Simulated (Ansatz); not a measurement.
Task: a calculation of the elastic constants of WC, space group P-6m2, with Ansatz 0.2.0, Python API. Give the script and its output. Settings: PBE, PAW, cutoff 510 eV, 17×17×15 k-points, Fermi-Dirac smearing of 0.05 eV.

```xyz
2
Lattice="2.9065 0.0000 0.0000 -1.4532 2.5171 0.0000 0.0000 0.0000 2.8366" Properties=species:S:1:pos:R:3 pbc="T T T"
W     0.0000    0.0000    0.0000
C     1.4533    0.8390    1.4183
```

`wc.py`:
```python
"""Elastic constants of WC."""

import ansatz as az
import numpy as np

lattice = az.Lattice.of(
    (2.9065, 0.0, 0.0),
    (-1.45325, 2.517103, 0.0),
    (0.0, 0.0, 2.8366),
)
sites = [
    ("W", (0.0, 0.0, 0.0)),
    ("C", (2 / 3, 1 / 3, 0.5)),
]
cell = az.Crystal(lattice=lattice)
for symbol, position in sites:
    cell = cell.atom(symbol, position)

calculation = (
    cell.calculation()
    .functional(az.Functional.PBE)
    .pseudopotentials("paw")
    .basis(510)
    .occupations("fermi_dirac", width=0.05)
    .kpoints(17, 17, 15)
)
out = calculation.elastic("relaxed_ion").run(threads=1)
elastic = out.elastic

C = np.asarray(elastic.c_gpa)
for i in range(6):
    for j in range(i, 6):
        if abs(C[i, j]) > 0.05:
            print(f"C{i + 1}{j + 1} = {C[i, j]:.1f} GPa")
print("smallest eigenvalue of C:", round(elastic.stability.min_eigenvalue_gpa, 1), "GPa; tensor positive definite:", elastic.stability.min_eigenvalue_gpa > 0)
# averaged moduli need a positive definite tensor
if elastic.stability.min_eigenvalue_gpa > 0:
    m = elastic.moduli
    print(f"K = {m.k_hill_gpa:.1f}, G = {m.g_hill_gpa:.1f}, E = {m.youngs_gpa:.1f} GPa, Poisson ratio {m.poisson:.3f}, K/G = {m.k_hill_gpa / m.g_hill_gpa:.2f}")
```

Running `python wc.py` prints:
```text
C11 = 739.1 GPa
C12 = 242.4 GPa
C13 = 185.3 GPa
C22 = 739.1 GPa
C23 = 185.3 GPa
C33 = 984.8 GPa
C44 = 314.2 GPa
C55 = 314.2 GPa
C66 = 248.4 GPa
smallest eigenvalue of C: 248.4 GPa; tensor positive definite: True
K = 408.0, G = 295.1, E = 713.3 GPa, Poisson ratio 0.209, K/G = 1.38
```

Caveats:
- The run is spin-unpolarised.
- The cell isn't relaxed first, so the values belong to this volume.
- A positive definite tensor excludes instabilities under uniform strain alone; phonons elsewhere in the zone can still be imaginary.
- Spin-orbit coupling, which matters for elements this heavy, is left out.
- The structure is a deposited one; some such entries were measured under pressure or heat, so a shift against it needn't be the functional's error alone.
- Shear constants of a metal converge slowly with the k-point mesh and can be wrong in sign on a coarse one; the constants belong to the cell that was strained.
- It ran for 13 min on 1 thread of Arm Neoverse V2, on a shared host, peak memory 0.87 GiB.

(A comment or docstring line of the script was reworded after the run, the code is as it ran.)
